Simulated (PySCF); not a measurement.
# Tin: the same states on changed settings

These states were run before on sound settings. What differs here: initial guess atom, at most 50 SCF cycles. What does it move?

The numbers are computed with PySCF 2.14.0 (unrestricted determinants in a Gaussian basis, no spin-orbit coupling in the energies), except any that are marked as measured or tabulated.

### Step 1. The atom as given

- Element: tin (Z = 50)
- Basis: x2c-TZVPall (8s6p4d2f, 60 functions)
- Hamiltonian: the spin-free X2C one-electron Hamiltonian (Gaussian nucleus)
- State 1: Sn⁺: [Kr] 4d10 5s2 5p1, 2P determinant
- State 2: Sn²⁺: [Kr] 4d10 5s2, closed-shell 1S
- Methods: UHF, TPSS, PBE, MP2
- Core shells frozen in the correlated runs: valence: [Kr] 4d10 (for Sn⁺)

Outer shells as boxes (Hund's rule):

Sn+ [Kr] 4d10 5s2 5p1
```
[Kr] core
4d [↑↓][↑↓][↑↓][↑↓][↑↓]
5s [↑↓]
5p [↑ ][  ][  ]
```

Sn2+ [Kr] 4d10 5s2
```
[Kr] core
4d [↑↓][↑↓][↑↓][↑↓][↑↓]
5s [↑↓]
```

The sound run (x2c-TZVPall, the spin-free X2C one-electron Hamiltonian (Gaussian nucleus), symmetry-adapted start, fine grid, valence correlation) gave:

| species | method | energy (hartree) |
| --- | --- | --- |
| Sn⁺ | UHF | -6173.49647 |
| Sn⁺ | TPSS | -6175.92547 |
| Sn⁺ | PBE | -6175.76734 |
| Sn⁺ | MP2 (valence) | -6173.52791 |
| Sn²⁺ | UHF | -6172.99237 |
| Sn²⁺ | TPSS | -6175.40471 |
| Sn²⁺ | PBE | -6175.24526 |
| Sn²⁺ | MP2 (valence) | -6173.01686 |

The runs were made by one driver on top of PySCF. The scripts below sum up each run's settings (the driver also hands on starting orbitals that pick excited configurations, and frozen orbitals as a list rather than a count), and the logs come from the driver's own runs.

It was started by

```bash
OMP_NUM_THREADS=1 python atomrun2.py TASK.json OUT
```

The integrals over 60 functions and the set-up took 1.2 s of CPU time.

### Step 2. Changed run, Sn⁺

**UHF**

input.py

```python
from pyscf import gto, scf, dft, mp, cc
import basis_set_exchange as bse
mol = gto.M(atom="Sn 0 0 0", charge=1, spin=1, symmetry="D2h",
            basis=gto.basis.parse(bse.get_basis("x2c-TZVPall", elements=["Sn"], fmt="nwchem", header=False)),
            nucmod="G")
mf = scf.UHF(mol).sfx2c1e()
mf.irrep_nelec = {'Ag': (9, 9), 'B1g': (2, 2), 'B2g': (2, 2), 'B3g': (2, 2), 'B1u': (3, 3), 'B2u': (4, 3), 'B3u': (3, 3)}
mf.init_guess = "atom"
mf.max_cycle = 50
mf.kernel()
```

The program printed:

```text
damping factor = 0
level_shift factor = 0
DIIS = <class 'pyscf.scf.diis.CDIIS'>
diis_start_cycle = 1
diis_space = 10
diis_damp = 0
SCF conv_tol = 1e-09
SCF conv_tol_grad = None
number electrons alpha = 25  beta = 24
irrep_nelec {'Ag': (9, 9), 'B1g': (2, 2), 'B2g': (2, 2), 'B3g': (2, 2), 'Au': (0, 0), 'B1u': (3, 3), 'B2u': (4, 3), 'B3u': (3, 3)}
alpha HOMO (B2u) = -0.0946852663703459  LUMO (B3u) = -0.0946852664940709

WARN: HOMO -0.0946852663703459 >= LUMO -0.0946852664940709

cycle= 1 E= -6173.45110963277  delta_E= -23.8  |g|= 0.642  |ddm|= 16.9
alpha HOMO (B2u) = -0.506881671825099  LUMO (B3u) = -0.260008400613674
  HOMO = -0.506881671825  LUMO = -0.260008400614  gap/eV = 6.71776
cycle= 2 E= -6173.49066253941  delta_E= -0.0396  |g|= 0.159  |ddm|= 0.551
alpha HOMO (B2u) = -0.515363879380319  LUMO (B3u) = -0.2523924713584
  HOMO = -0.51536387938  LUMO = -0.252392471358  gap/eV = 7.15582
cycle= 3 E= -6173.49569002378  delta_E= -0.00503  |g|= 0.0452  |ddm|= 0.216
alpha HOMO (B2u) = -0.512757736981959  LUMO (B3u) = -0.242449817734971
  HOMO = -0.512757736982  LUMO = -0.242449817735  gap/eV = 7.35545
cycle= 4 E= -6173.49637409472  delta_E= -0.000684  |g|= 0.00852  |ddm|= 0.0488
alpha HOMO (B2u) = -0.51400317795702  LUMO (B3u) = -0.23932436189254
  HOMO = -0.514003177957  LUMO = -0.239324361893  gap/eV = 7.47439
cycle= 5 E= -6173.49646538875  delta_E= -9.13e-05  |g|= 0.00143  |ddm|= 0.0309
alpha HOMO (B2u) = -0.514342982917078  LUMO (B3u) = -0.239099055312967
  HOMO = -0.514342982917  LUMO = -0.239099055313  gap/eV = 7.48977
cycle= 6 E= -6173.49646832702  delta_E= -2.94e-06  |g|= 0.000243  |ddm|= 0.00754
alpha HOMO (B2u) = -0.514442658714636  LUMO (B3u) = -0.239111146493924
  HOMO = -0.514442658715  LUMO = -0.239111146494  gap/eV = 7.49215
cycle= 7 E= -6173.49646841845  delta_E= -9.14e-08  |g|= 2.45e-05  |ddm|= 0.00196
alpha HOMO (B2u) = -0.514439795515448  LUMO (B3u) = -0.239106467716051
  HOMO = -0.514439795515  LUMO = -0.239106467716  gap/eV = 7.49220
cycle= 8 E= -6173.4964684193  delta_E= -8.53e-10  |g|= 4.05e-06  |ddm|= 0.000196
converged SCF energy = -6173.4964684193  <S^2> = 0.76002881  2S+1 = 2.0100038
```

Time after the integrals: 1.6 s (1 thread of Neoverse-V1, shared host).

The occupied shells:

| shell | electrons | mean orbital energy (eV) | spread (eV) | rms radius (bohr) |
| --- | --- | --- | --- | --- |
| 1s α | 1 | -29353.9 | 0 | 0.0333 |
| 1s β | 1 | -29353.9 | 0 | 0.0333 |
| 2s α | 1 | -4531.1 | 0 | 0.136 |
| 2s β | 1 | -4531.1 | 0 | 0.136 |
| 2p α | 3 | -4063.9 | 0.014 | 0.121 |
| 2p β | 3 | -4063.8 | 0.061 | 0.121 |
| 3s α | 1 | -920.83 | 0 | 0.361 |
| 3s β | 1 | -920.79 | 0 | 0.361 |
| 3p α | 3 | -764.03 | 0.022 | 0.362 |
| 3p β | 3 | -763.97 | 0.192 | 0.362 |
| 3d α | 5 | -522.03 | 0.118 | 0.341 |
| 3d β | 5 | -522.02 | 0.163 | 0.341 |
| 4s α | 1 | -168.14 | 0 | 0.874 |
| 4s β | 1 | -168.05 | 0 | 0.874 |
| 4p α | 3 | -118.30 | 0.067 | 0.950 |
| 4p β | 3 | -118.19 | 0.476 | 0.950 |
| 4d α | 5 | -43.689 | 0.347 | 1.18 |
| 4d β | 5 | -43.590 | 0.557 | 1.18 |
| 5s α | 1 | -21.932 | 0 | 2.54 |
| 5s β | 1 | -19.935 | 0 | 2.54 |
| 5p α | 1 | -13.999 | 0 | 3.19 |

⟨S²⟩ = 0.760, ⟨L²⟩ = 2.03.

**TPSS**

input.py, as changed from the run before:

```diff
@@ -5,3 +5,3 @@
             nucmod="G")
-mf = scf.UHF(mol).sfx2c1e()
+mf = dft.UKS(mol, xc="TPSS").sfx2c1e()
 mf.irrep_nelec = {'Ag': (9, 9), 'B1g': (2, 2), 'B2g': (2, 2), 'B3g': (2, 2), 'B1u': (3, 3), 'B2u': (4, 3), 'B3u': (3, 3)}
```

The program printed:

```text
damping factor = 0
level_shift factor = 0
DIIS = <class 'pyscf.scf.diis.CDIIS'>
diis_start_cycle = 1
diis_space = 10
diis_damp = 0
SCF conv_tol = 1e-09
SCF conv_tol_grad = None
number electrons alpha = 25  beta = 24
irrep_nelec {'Ag': (9, 9), 'B1g': (2, 2), 'B2g': (2, 2), 'B3g': (2, 2), 'Au': (0, 0), 'B1u': (3, 3), 'B2u': (4, 3), 'B3u': (3, 3)}
XC functionals = TPSS
    J. Tao, J. P. Perdew, V. N. Staroverov, and G. E. Scuseria.,  Phys. Rev. Lett. 91, 146401 (2003)
    J. P. Perdew, J. Tao, V. N. Staroverov, and G. E. Scuseria.,  J. Chem. Phys. 120, 6898 (2004)
    J. Tao, J. P. Perdew, V. N. Staroverov, and G. E. Scuseria.,  Phys. Rev. Lett. 91, 146401 (2003)
    J. P. Perdew, J. Tao, V. N. Staroverov, and G. E. Scuseria.,  J. Chem. Phys. 120, 6898 (2004)
alpha HOMO (B2u) = -0.173547740628042  LUMO (B3u) = -0.17354774077066

WARN: HOMO -0.173547740628042 >= LUMO -0.17354774077066

cycle= 1 E= -6175.86773270944  delta_E= -23.3  |g|= 1.01  |ddm|=   17
alpha HOMO (B2u) = -0.39152144435072  LUMO (B3u) = -0.378847192522025
  HOMO = -0.391521444351  LUMO = -0.378847192522  gap/eV = 0.34488
cycle= 2 E= -6175.88509678343  delta_E= -0.0174  |g|= 0.502  |ddm|= 0.72
alpha HOMO (B2u) = -0.406416015081381  LUMO (B3u) = -0.394455961755026
  HOMO = -0.406416015081  LUMO = -0.394455961755  gap/eV = 0.32545
cycle= 3 E= -6175.91879392534  delta_E= -0.0337  |g|= 0.184  |ddm|= 0.506
alpha HOMO (B2u) = -0.391672026378452  LUMO (B3u) = -0.378638252629913
  HOMO = -0.391672026378  LUMO = -0.37863825263  gap/eV = 0.35467
cycle= 4 E= -6175.9254585192  delta_E= -0.00666  |g|= 0.00707  |ddm|= 0.182
alpha HOMO (B2u) = -0.392825056425375  LUMO (B3u) = -0.379648883880143
  HOMO = -0.392825056425  LUMO = -0.37964888388  gap/eV = 0.35854
cycle= 5 E= -6175.92547049578  delta_E= -1.2e-05  |g|= 0.000175  |ddm|= 0.00921
alpha HOMO (B2u) = -0.39275253827407  LUMO (B3u) = -0.379558206673433
  HOMO = -0.392752538274  LUMO = -0.379558206673  gap/eV = 0.35904
cycle= 6 E= -6175.92547050954  delta_E= -1.38e-08  |g|= 1.13e-05  |ddm|= 0.000462
alpha HOMO (B2u) = -0.39275841076087  LUMO (B3u) = -0.379561131125243
  HOMO = -0.392758410761  LUMO = -0.379561131125  gap/eV = 0.35912
cycle= 7 E= -6175.92547050963  delta_E= -8.73e-11  |g|= 4.17e-07  |ddm|= 3.02e-05
converged SCF energy = -6175.92547050963  <S^2> = 0.75185314  2S+1 = 2.0018523
```

Time after the integrals: 3.6 s (1 thread of Neoverse-V1, shared host).

**PBE**

input.py, as changed from the run before:

```diff
@@ -5,3 +5,3 @@
             nucmod="G")
-mf = dft.UKS(mol, xc="TPSS").sfx2c1e()
+mf = dft.UKS(mol, xc="PBE").sfx2c1e()
 mf.irrep_nelec = {'Ag': (9, 9), 'B1g': (2, 2), 'B2g': (2, 2), 'B3g': (2, 2), 'B1u': (3, 3), 'B2u': (4, 3), 'B3u': (3, 3)}
```

The program printed:

```text
damping factor = 0
level_shift factor = 0
DIIS = <class 'pyscf.scf.diis.CDIIS'>
diis_start_cycle = 1
diis_space = 10
diis_damp = 0
SCF conv_tol = 1e-09
SCF conv_tol_grad = None
number electrons alpha = 25  beta = 24
irrep_nelec {'Ag': (9, 9), 'B1g': (2, 2), 'B2g': (2, 2), 'B3g': (2, 2), 'Au': (0, 0), 'B1u': (3, 3), 'B2u': (4, 3), 'B3u': (3, 3)}
XC functionals = PBE
    J. P. Perdew, K. Burke, and M. Ernzerhof.,  Phys. Rev. Lett. 77, 3865 (1996)
    J. P. Perdew, K. Burke, and M. Ernzerhof.,  Phys. Rev. Lett. 78, 1396 (1997)
    J. P. Perdew, K. Burke, and M. Ernzerhof.,  Phys. Rev. Lett. 77, 3865 (1996)
    J. P. Perdew, K. Burke, and M. Ernzerhof.,  Phys. Rev. Lett. 78, 1396 (1997)
alpha HOMO (B2u) = -0.174116987781546  LUMO (B3u) = -0.174116987925147

WARN: HOMO -0.174116987781546 >= LUMO -0.174116987925148

cycle= 1 E= -6175.70739369822  delta_E= -23.2  |g|= 1.05  |ddm|=   17
alpha HOMO (B2u) = -0.384707934671142  LUMO (B3u) = -0.38058854064063
  HOMO = -0.384707934671  LUMO = -0.380588540641  gap/eV = 0.11209
cycle= 2 E= -6175.72018254293  delta_E= -0.0128  |g|= 0.54  |ddm|= 0.739
alpha HOMO (B2u) = -0.40345975966796  LUMO (B3u) = -0.399496231514911
  HOMO = -0.403459759668  LUMO = -0.399496231515  gap/eV = 0.10785
cycle= 3 E= -6175.7596692227  delta_E= -0.0395  |g|= 0.197  |ddm|= 0.542
alpha HOMO (B2u) = -0.389004923488697  LUMO (B3u) = -0.383915216979638
  HOMO = -0.389004923489  LUMO = -0.38391521698  gap/eV = 0.13850
cycle= 4 E= -6175.76732549896  delta_E= -0.00766  |g|= 0.00744  |ddm|= 0.195
alpha HOMO (B2u) = -0.390411266224497  LUMO (B3u) = -0.385207582758867
  HOMO = -0.390411266224  LUMO = -0.385207582759  gap/eV = 0.14160
cycle= 5 E= -6175.76733910001  delta_E= -1.36e-05  |g|= 0.000194  |ddm|= 0.0106
alpha HOMO (B2u) = -0.390327563187794  LUMO (B3u) = -0.385117207151173
  HOMO = -0.390327563188  LUMO = -0.385117207151  gap/eV = 0.14178
cycle= 6 E= -6175.76733911644  delta_E= -1.64e-08  |g|= 8.2e-06  |ddm|= 0.00055
alpha HOMO (B2u) = -0.390331443421461  LUMO (B3u) = -0.385117510131319
  HOMO = -0.390331443421  LUMO = -0.385117510131  gap/eV = 0.14188
cycle= 7 E= -6175.7673391165  delta_E= -6.73e-11  |g|= 4.84e-07  |ddm|= 2.32e-05
converged SCF energy = -6175.7673391165  <S^2> = 0.75147044  2S+1 = 2.0014699
```

It took 2.3 s on 1 thread of Neoverse-V1, shared host, the integrals not counted.

**MP2 (valence)**

input.py, as changed from the run before:

```diff
@@ -5,3 +5,3 @@
             nucmod="G")
-mf = dft.UKS(mol, xc="PBE").sfx2c1e()
+mf = scf.UHF(mol).sfx2c1e()
 mf.irrep_nelec = {'Ag': (9, 9), 'B1g': (2, 2), 'B2g': (2, 2), 'B3g': (2, 2), 'B1u': (3, 3), 'B2u': (4, 3), 'B3u': (3, 3)}
@@ -10 +10,2 @@
 mf.kernel()
+mp.UMP2(mf, frozen=23).kernel()
```

The driver printed no log here.

Time after the integrals: 0.06 s (1 thread of Neoverse-V1, shared host).

With 3 electrons correlated, the MP2 correlation energy is -0.03144 hartree (-0.00216 same spin, -0.02928 opposite spin); the SCS form gives -0.03586. Largest pairs of shells: 5s-5s -0.0181, 5s-5p -0.0134, 5p-5p 0.0000.

### Step 3. Changed run, Sn²⁺, method by method

**UHF**

input.py

```python
from pyscf import gto, scf, dft, mp, cc
import basis_set_exchange as bse
mol = gto.M(atom="Sn 0 0 0", charge=2, spin=0, symmetry="D2h",
            basis=gto.basis.parse(bse.get_basis("x2c-TZVPall", elements=["Sn"], fmt="nwchem", header=False)),
            nucmod="G")
mf = scf.UHF(mol).sfx2c1e()
mf.irrep_nelec = {'Ag': (9, 9), 'B1g': (2, 2), 'B2g': (2, 2), 'B3g': (2, 2), 'B1u': (3, 3), 'B2u': (3, 3), 'B3u': (3, 3)}
mf.init_guess = "atom"
mf.max_cycle = 50
mf.kernel()
```

The program printed:

```text
damping factor = 0
level_shift factor = 0
DIIS = <class 'pyscf.scf.diis.CDIIS'>
diis_start_cycle = 1
diis_space = 10
diis_damp = 0
SCF conv_tol = 1e-09
SCF conv_tol_grad = None
number electrons alpha = 24  beta = 24
irrep_nelec {'Ag': (9, 9), 'B1g': (2, 2), 'B2g': (2, 2), 'B3g': (2, 2), 'Au': (0, 0), 'B1u': (3, 3), 'B2u': (3, 3), 'B3u': (3, 3)}
alpha HOMO (Ag) = -0.534775332168223  LUMO (B3u) = -0.0946852664940709
  HOMO = -0.534775332168  LUMO = -0.0946852664941  gap/eV = 11.97546
cycle= 1 E= -6172.95047539611  delta_E= -23.3  |g|= 0.627  |ddm|= 16.9
alpha HOMO (Ag) = -1.05739230140799  LUMO (B3u) = -0.510069082768715
  HOMO = -1.05739230141  LUMO = -0.510069082769  gap/eV = 14.89342
cycle= 2 E= -6172.98874038318  delta_E= -0.0383  |g|= 0.129  |ddm|= 0.795
alpha HOMO (Ag) = -1.06467824250393  LUMO (B3u) = -0.503259744264369
  HOMO = -1.0646782425  LUMO = -0.503259744264  gap/eV = 15.27698
cycle= 3 E= -6172.99198480508  delta_E= -0.00324  |g|= 0.0383  |ddm|= 0.263
alpha HOMO (Ag) = -1.05848495544849  LUMO (B3u) = -0.495930504591141
  HOMO = -1.05848495545  LUMO = -0.495930504591  gap/eV = 15.30789
cycle= 4 E= -6172.99235379707  delta_E= -0.000369  |g|= 0.00535  |ddm|= 0.0606
alpha HOMO (Ag) = -1.05810949327976  LUMO (B3u) = -0.494424494367535
  HOMO = -1.05810949328  LUMO = -0.494424494368  gap/eV = 15.33865
cycle= 5 E= -6172.99237243223  delta_E= -1.86e-05  |g|= 0.000244  |ddm|= 0.0305
alpha HOMO (Ag) = -1.05806696210534  LUMO (B3u) = -0.49435979952393
  HOMO = -1.05806696211  LUMO = -0.494359799524  gap/eV = 15.33925
cycle= 6 E= -6172.9923724782  delta_E= -4.6e-08  |g|= 1.87e-05  |ddm|= 0.00138
alpha HOMO (Ag) = -1.0580721925934  LUMO (B3u) = -0.494363890319706
  HOMO = -1.05807219259  LUMO = -0.49436389032  gap/eV = 15.33928
cycle= 7 E= -6172.99237247828  delta_E= -7.82e-11  |g|= 2.13e-07  |ddm|= 1.91e-05
converged SCF energy = -6172.99237247828  <S^2> = -2.1316282e-14  2S+1 = 1
```

Time after the integrals: 1.6 s (1 thread of Neoverse-V1, shared host).

Orbital energies by shell (radii are means over both spins):

| shell | electrons | mean orbital energy (eV) | spread (eV) | rms radius (bohr) |
| --- | --- | --- | --- | --- |
| 1s | 2 | -29363.4 | 0 | 0.0333 |
| 2s | 2 | -4540.5 | 0 | 0.136 |
| 2p | 6 | -4073.2 | 0 | 0.121 |
| 3s | 2 | -930.19 | 0 | 0.361 |
| 3p | 6 | -773.36 | 0 | 0.362 |
| 3d | 10 | -531.40 | 0 | 0.341 |
| 4s | 2 | -177.45 | 0 | 0.874 |
| 4p | 6 | -127.57 | 0 | 0.950 |
| 4d | 10 | -52.948 | 0 | 1.18 |
| 5s | 2 | -28.792 | 0 | 2.42 |

⟨S²⟩ = 0.000, ⟨L²⟩ = 0.00.

**TPSS**

input.py, as changed from the run before:

```diff
@@ -5,3 +5,3 @@
             nucmod="G")
-mf = scf.UHF(mol).sfx2c1e()
+mf = dft.UKS(mol, xc="TPSS").sfx2c1e()
 mf.irrep_nelec = {'Ag': (9, 9), 'B1g': (2, 2), 'B2g': (2, 2), 'B3g': (2, 2), 'B1u': (3, 3), 'B2u': (3, 3), 'B3u': (3, 3)}
```

The program printed:

```text
damping factor = 0
level_shift factor = 0
DIIS = <class 'pyscf.scf.diis.CDIIS'>
diis_start_cycle = 1
diis_space = 10
diis_damp = 0
SCF conv_tol = 1e-09
SCF conv_tol_grad = None
number electrons alpha = 24  beta = 24
irrep_nelec {'Ag': (9, 9), 'B1g': (2, 2), 'B2g': (2, 2), 'B3g': (2, 2), 'Au': (0, 0), 'B1u': (3, 3), 'B2u': (3, 3), 'B3u': (3, 3)}
XC functionals = TPSS
    J. Tao, J. P. Perdew, V. N. Staroverov, and G. E. Scuseria.,  Phys. Rev. Lett. 91, 146401 (2003)
    J. P. Perdew, J. Tao, V. N. Staroverov, and G. E. Scuseria.,  J. Chem. Phys. 120, 6898 (2004)
    J. Tao, J. P. Perdew, V. N. Staroverov, and G. E. Scuseria.,  Phys. Rev. Lett. 91, 146401 (2003)
    J. P. Perdew, J. Tao, V. N. Staroverov, and G. E. Scuseria.,  J. Chem. Phys. 120, 6898 (2004)
alpha HOMO (Ag) = -0.440239295951315  LUMO (B3u) = -0.17354774077066
  HOMO = -0.440239295951  LUMO = -0.173547740771  gap/eV = 7.25705
cycle= 1 E= -6175.34960981428  delta_E= -22.8  |g|= 0.987  |ddm|=   17
alpha HOMO (Ag) = -0.952620431640938  LUMO (B3u) = -0.649572548912405
  HOMO = -0.952620431641  LUMO = -0.649572548912  gap/eV = 8.24635
cycle= 2 E= -6175.38089011059  delta_E= -0.0313  |g|=  0.4  |ddm|= 0.989
alpha HOMO (Ag) = -0.970867829442113  LUMO (B3u) = -0.658718784548053
  HOMO = -0.970867829442  LUMO = -0.658718784548  gap/eV = 8.49401
cycle= 3 E= -6175.39994661435  delta_E= -0.0191  |g|= 0.16  |ddm|= 0.396
alpha HOMO (Ag) = -0.952790926983909  LUMO (B3u) = -0.645195497363943
  HOMO = -0.952790926984  LUMO = -0.645195497364  gap/eV = 8.37010
cycle= 4 E= -6175.4047087569  delta_E= -0.00476  |g|= 0.00553  |ddm|= 0.143
alpha HOMO (Ag) = -0.953418261978683  LUMO (B3u) = -0.645637590987209
  HOMO = -0.953418261979  LUMO = -0.645637590987  gap/eV = 8.37514
cycle= 5 E= -6175.40471486574  delta_E= -6.11e-06  |g|= 5.29e-05  |ddm|= 0.00537
alpha HOMO (Ag) = -0.953425511020768  LUMO (B3u) = -0.645642768412338
  HOMO = -0.953425511021  LUMO = -0.645642768412  gap/eV = 8.37520
cycle= 6 E= -6175.40471486623  delta_E= -4.9e-10  |g|= 7.3e-07  |ddm|= 5.61e-05
converged SCF energy = -6175.40471486623  <S^2> = -2.1316282e-14  2S+1 = 1
```

It took 3.3 s on 1 thread of Neoverse-V1, shared host, the integrals not counted.

**PBE**

input.py, as changed from the run before:

```diff
@@ -5,3 +5,3 @@
             nucmod="G")
-mf = dft.UKS(mol, xc="TPSS").sfx2c1e()
+mf = dft.UKS(mol, xc="PBE").sfx2c1e()
 mf.irrep_nelec = {'Ag': (9, 9), 'B1g': (2, 2), 'B2g': (2, 2), 'B3g': (2, 2), 'B1u': (3, 3), 'B2u': (3, 3), 'B3u': (3, 3)}
```

The program printed:

```text
damping factor = 0
level_shift factor = 0
DIIS = <class 'pyscf.scf.diis.CDIIS'>
diis_start_cycle = 1
diis_space = 10
diis_damp = 0
SCF conv_tol = 1e-09
SCF conv_tol_grad = None
number electrons alpha = 24  beta = 24
irrep_nelec {'Ag': (9, 9), 'B1g': (2, 2), 'B2g': (2, 2), 'B3g': (2, 2), 'Au': (0, 0), 'B1u': (3, 3), 'B2u': (3, 3), 'B3u': (3, 3)}
XC functionals = PBE
    J. P. Perdew, K. Burke, and M. Ernzerhof.,  Phys. Rev. Lett. 77, 3865 (1996)
    J. P. Perdew, K. Burke, and M. Ernzerhof.,  Phys. Rev. Lett. 78, 1396 (1997)
    J. P. Perdew, K. Burke, and M. Ernzerhof.,  Phys. Rev. Lett. 77, 3865 (1996)
    J. P. Perdew, K. Burke, and M. Ernzerhof.,  Phys. Rev. Lett. 78, 1396 (1997)
alpha HOMO (Ag) = -0.440975688602066  LUMO (B3u) = -0.174116987925147
  HOMO = -0.440975688602  LUMO = -0.174116987925  gap/eV = 7.26160
cycle= 1 E= -6175.19058406283  delta_E= -22.7  |g|= 1.02  |ddm|=   17
alpha HOMO (Ag) = -0.954734017345345  LUMO (B3u) = -0.654098509368524
  HOMO = -0.954734017345  LUMO = -0.654098509369  gap/eV = 8.18071
cycle= 2 E= -6175.21687922803  delta_E= -0.0263  |g|= 0.433  |ddm|= 0.924
alpha HOMO (Ag) = -0.976087100342568  LUMO (B3u) = -0.666158826456487
  HOMO = -0.976087100343  LUMO = -0.666158826456  gap/eV = 8.43358
cycle= 3 E= -6175.239672205  delta_E= -0.0228  |g|= 0.173  |ddm|= 0.424
alpha HOMO (Ag) = -0.957902559174826  LUMO (B3u) = -0.652680642001601
  HOMO = -0.957902559175  LUMO = -0.652680642002  gap/eV = 8.30551
cycle= 4 E= -6175.24525241338  delta_E= -0.00558  |g|= 0.00558  |ddm|= 0.154
alpha HOMO (Ag) = -0.958606248421574  LUMO (B3u) = -0.653213788083029
  HOMO = -0.958606248422  LUMO = -0.653213788083  gap/eV = 8.31015
cycle= 5 E= -6175.24525869742  delta_E= -6.28e-06  |g|= 3.93e-05  |ddm|= 0.00517
alpha HOMO (Ag) = -0.958616117869909  LUMO (B3u) = -0.653222664907741
  HOMO = -0.95861611787  LUMO = -0.653222664908  gap/eV = 8.31018
cycle= 6 E= -6175.24525869768  delta_E= -2.58e-10  |g|= 3e-07  |ddm|= 3.36e-05
converged SCF energy = -6175.24525869768  <S^2> = -1.4210855e-14  2S+1 = 1
```

It took 2.2 s on 1 thread of Neoverse-V1, shared host, the integrals not counted.

**MP2 (valence)**

input.py, as changed from the run before:

```diff
@@ -5,3 +5,3 @@
             nucmod="G")
-mf = dft.UKS(mol, xc="PBE").sfx2c1e()
+mf = scf.UHF(mol).sfx2c1e()
 mf.irrep_nelec = {'Ag': (9, 9), 'B1g': (2, 2), 'B2g': (2, 2), 'B3g': (2, 2), 'B1u': (3, 3), 'B2u': (3, 3), 'B3u': (3, 3)}
@@ -10 +10,2 @@
 mf.kernel()
+mp.UMP2(mf, frozen=23).kernel()
```

This step left no log, only its results.

Time after the integrals: 0.06 s (1 thread of Neoverse-V1, shared host).

With 2 electrons correlated, the MP2 correlation energy is -0.02449 hartree (0.00000 same spin, -0.02449 opposite spin); the SCS form gives -0.02939. Largest pairs of shells: 5s-5s -0.0245.

### Step 4. What moved

| species | method | converged | energy less sound run (eV) |
| --- | --- | --- | --- |
| Sn⁺ | UHF | yes | +0.0000 |
| Sn⁺ | TPSS | yes | -0.0000 |
| Sn⁺ | PBE | yes | +0.0000 |
| Sn⁺ | MP2 (valence) | yes | +0.0000 |
| Sn²⁺ | UHF | yes | -0.0000 |
| Sn²⁺ | TPSS | yes | -0.0000 |
| Sn²⁺ | PBE | yes | +0.0000 |
| Sn²⁺ | MP2 (valence) | yes | +0.0000 |

Ionisation energy of Sn⁺:

| method | sound run (eV) | changed run (eV) | shift (eV) |
| --- | --- | --- | --- |
| UHF | 13.717 | 13.717 | -0.000 |
| TPSS | 14.170 | 14.170 | +0.000 |
| PBE | 14.207 | 14.207 | +0.000 |
| MP2 | 13.906 | 13.906 | -0.000 |
| SCS-MP2 | 13.893 | 13.893 | -0.000 |

### Step 5. What came out

```
                                 quantity                                      value
                                   change  initial guess atom, at most 50 SCF cycles
                           runs converged                                     8 of 8
largest shift of a converged total energy                                   0.000 eV
   largest shift of the ionisation energy                        -0.000 eV (SCS-MP2)
```

**Reading.** The difference hardly moves. Here the plain start reaches the same solutions.
